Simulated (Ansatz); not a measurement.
**C₄H₁₂AuPS: one species, many methods**

An exercise on one series of results from a longer session: the logs are not shown, and one member is left open.

Computed with Ansatz 0.2.0, Gaussian basis. Level: functionals in def2-TZVPP, the program's frozen cores in correlated methods.

Plan: LDA (SPW92), PBE-D4, revPBE-D4, BLYP-D4, r2SCAN-D4, B97M-V, PBE0-D4, B3LYP-D4, r2SCANh-D4, r2SCAN0-D4, HSE06-D4, BHLYP-D4, CAM-B3LYP-D4, LC-ωPBE, ωB97X-V, ωB97M-V, B2PLYP, PBE-QIDH; CCSD(T)/def2-SVP; CCSD(T)/def2-TZVPP; MP2/def2-QZVPP; extrapolation to the limit; RPA on PBE.

## Structure used throughout

All runs share one geometry, relaxed beforehand with PBE0-D4 in a triple-zeta def2 set. Au takes the def2 core potential; no spin-orbit term is included.

19 atoms, charge 0, spin multiplicity 1.

Atoms are counted from 1 here; the program's logs count them from 0.

Bond lengths: C1–S2 1.819 Å, C1–H8 1.090 Å, C1–H9 1.090 Å, C1–H10 1.091 Å, S2–Au3 2.292 Å, Au3–P4 2.266 Å, P4–C5 1.817 Å, P4–C6 1.817 Å, P4–C7 1.817 Å, C5–H11 1.091 Å, C5–H12 1.093 Å, C5–H13 1.091 Å, C6–H14 1.093 Å, C6–H15 1.091 Å, C6–H16 1.091 Å, C7–H17 1.091 Å, C7–H18 1.091 Å, C7–H19 1.093 Å. Angles: S2–C1–H8 111.8°, S2–C1–H9 111.8°, S2–C1–H10 106.9°, H8–C1–H9 109.4°, H8–C1–H10 108.4°, H9–C1–H10 108.4°, C1–S2–Au3 104.4°, S2–Au3–P4 177.5°, Au3–P4–C5 115.2°, Au3–P4–C6 114.2°, Au3–P4–C7 115.4°, C5–P4–C6 103.6°, C5–P4–C7 103.4°, C6–P4–C7 103.5°, P4–C5–H11 109.3°, P4–C5–H12 111.2°, P4–C5–H13 109.4°, H11–C5–H12 109.5° and more.

Coordinates:

```xyz
19
charge 0, multiplicity 1
C     4.0973   -0.4672    1.4456
S     2.7719   -1.6685    1.7755
Au    0.9303   -0.7885    0.7325
P    -0.9414    0.0043   -0.2688
C    -0.7612    0.4204   -2.0283
C    -2.3442   -1.1497   -0.2457
C    -1.6292    1.5234    0.4534
H     4.2950   -0.3656    0.3786
H     3.8695    0.5121    1.8661
H     4.9991   -0.8480    1.9282
H    -0.4429   -0.4670   -2.5770
H    -1.7010    0.7896   -2.4461
H     0.0097    1.1839   -2.1423
H    -3.2180   -0.7185   -0.7403
H    -2.0598   -2.0735   -0.7513
H    -2.5954   -1.3920    0.7878
H    -0.8820    2.3167    0.4046
H    -1.8670    1.3467    1.5033
H    -2.5309    1.8413   -0.0758
```

The first run:

in.yaml reads:

```yaml
crystal:
  periodic: [false, false, false]
  atoms:
    - {symbol: C, position_ang: [4.097312, -0.467192, 1.445582]}
    - {symbol: S, position_ang: [2.771909, -1.668482, 1.775468]}
    - {symbol: Au, position_ang: [0.930313, -0.788493, 0.732520]}
    - {symbol: P, position_ang: [-0.941383, 0.004287, -0.268755]}
    - {symbol: C, position_ang: [-0.761199, 0.420419, -2.028325]}
    - {symbol: C, position_ang: [-2.344199, -1.149666, -0.245720]}
    - {symbol: C, position_ang: [-1.629244, 1.523377, 0.453427]}
    - {symbol: H, position_ang: [4.295011, -0.365627, 0.378609]}
    - {symbol: H, position_ang: [3.869530, 0.512134, 1.866131]}
    - {symbol: H, position_ang: [4.999105, -0.847964, 1.928209]}
    - {symbol: H, position_ang: [-0.442861, -0.467001, -2.577033]}
    - {symbol: H, position_ang: [-1.701029, 0.789560, -2.446134]}
    - {symbol: H, position_ang: [0.009723, 1.183913, -2.142258]}
    - {symbol: H, position_ang: [-3.217961, -0.718492, -0.740308]}
    - {symbol: H, position_ang: [-2.059751, -2.073478, -0.751301]}
    - {symbol: H, position_ang: [-2.595427, -1.392012, 0.787808]}
    - {symbol: H, position_ang: [-0.881976, 2.316728, 0.404604]}
    - {symbol: H, position_ang: [-1.866959, 1.346675, 1.503312]}
    - {symbol: H, position_ang: [-2.530894, 1.841324, -0.075834]}
basis:
  gaussian: {orbitals: def2-TZVPP}
hamiltonian: {xc: lda}
output: {orbitals: {seedname: orbitals}}
```

Command:

```
ansatz run in.yaml --threads 4 --pin off --events-out ev --progress --plain --max-ram 66560MiB --backend cuda --devices 0, --max-vram 37GiB
```

Among the steps run: LDA; PBE-D4 (GGA); revPBE-D4 (GGA); BLYP-D4 (GGA); r2SCAN-D4 (meta-GGA); B97M-V (meta-GGA); PBE0-D4 (hybrid); B3LYP-D4 (hybrid); r2SCANh-D4 (hybrid); r2SCAN0-D4 (hybrid); HSE06-D4 (hybrid); BHLYP-D4 (hybrid); CAM-B3LYP-D4 (range-separated); LC-ωPBE (range-separated); ωB97X-V (range-separated); ωB97M-V (range-separated); B2PLYP (double hybrid); PBE-QIDH (double hybrid).

One table of the session follows, with a row left open; its other results are not shown here.

It belongs to the step «Orbital energies across the functionals». 

```
  functional  HOMO (eV)  gap (eV)
 LDA (SPW92)      -4.34      3.00
      PBE-D4      -4.18      3.08
   revPBE-D4      -4.11      3.13
     BLYP-D4      -4.03      3.03
   r2SCAN-D4      -4.35      3.50
      B97M-V      -4.40      3.35
     PBE0-D4          ?         ?
    B3LYP-D4      -5.01      4.40
  r2SCANh-D4      -4.74      4.14
  r2SCAN0-D4      -5.34      5.09
    HSE06-D4      -4.82      4.07
    BHLYP-D4      -6.14      6.42
CAM-B3LYP-D4      -6.46      6.86
     LC-ωPBE      -7.74      9.21
     ωB97X-V      -7.44      8.72
     ωB97M-V      -7.33      8.34
```

**Question.** Estimate the row for PBE0-D4.

**Answer.** HOMO (eV): -5.21; gap (eV): 4.82. In the column «HOMO (eV)» it lies between r2SCAN0-D4 (-5.34) and B3LYP-D4 (-5.01).
